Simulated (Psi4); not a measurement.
# SAPT0/def2-SVPD (density fitting, density fitting for correlation, fragments set) run of CH2BClF4 (SMILES FB(F)Cl.FCF)

Wanted: the interaction energy of CH2BClF4. 

The results are computed with Psi4 1.11.

2 further runs of the same task are left out: 2 set aside as unsound or not needed.

## Step 1: The molecule

The species is CH2BClF4 (9 atoms), meant as a singlet with charge 0. As SMILES, `FB(F)Cl.FCF`. Geometry: relaxed at GFN2-xTB.

Bond lengths: F1–B2 1.311 Å, B2–F3 1.317 Å, B2–Cl4 1.693 Å, F5–C6 1.341 Å, C6–F7 1.351 Å, C6–H8 1.098 Å, C6–H9 1.098 Å. Angles: F1–B2–F3 115.9°, F1–B2–Cl4 122.4°, F3–B2–Cl4 121.7°, F5–C6–F7 107.9°, F5–C6–H8 109.1°, F5–C6–H9 109.0°, F7–C6–H8 108.6°, F7–C6–H9 108.4°, H8–C6–H9 113.7°.

## Step 2: The interaction energy at SAPT0/def2-SVPD (density fitting, density fitting for correlation, fragments set)

File calc.dat:

```
memory 1600 MB

molecule dimer {
  0 1
  F      1.254960    -1.855940    -0.771920
  B      1.611840    -0.596710    -0.842740
  F      0.829360     0.183300    -1.560220
  Cl     3.024150    -0.011700    -0.114690
  --
  0 1
  F     -1.667800    -0.708550     0.092230
  C     -1.144990     0.442720     0.539840
  F      0.100200     0.184910     0.995070
  H     -1.072380     1.151970    -0.294860
  H     -1.752640     0.808560     1.378370
  symmetry c1
  no_reorient
  no_com
}

set basis def2-SVPD
set scf_type df
set freeze_core true

e_tot, wfn = energy('sapt0', return_wfn=True)
```

Started as:

```
psi4 -n 1 calc.dat calc.out
```

What values should one expect? Wanted: interaction energy.

Answer, from the run:

At SAPT0/def2-SVPD (density fitting, density fitting for correlation, fragments set):

| quantity | value |
| --- | --- |
| interaction energy | -12.20 kJ/mol |
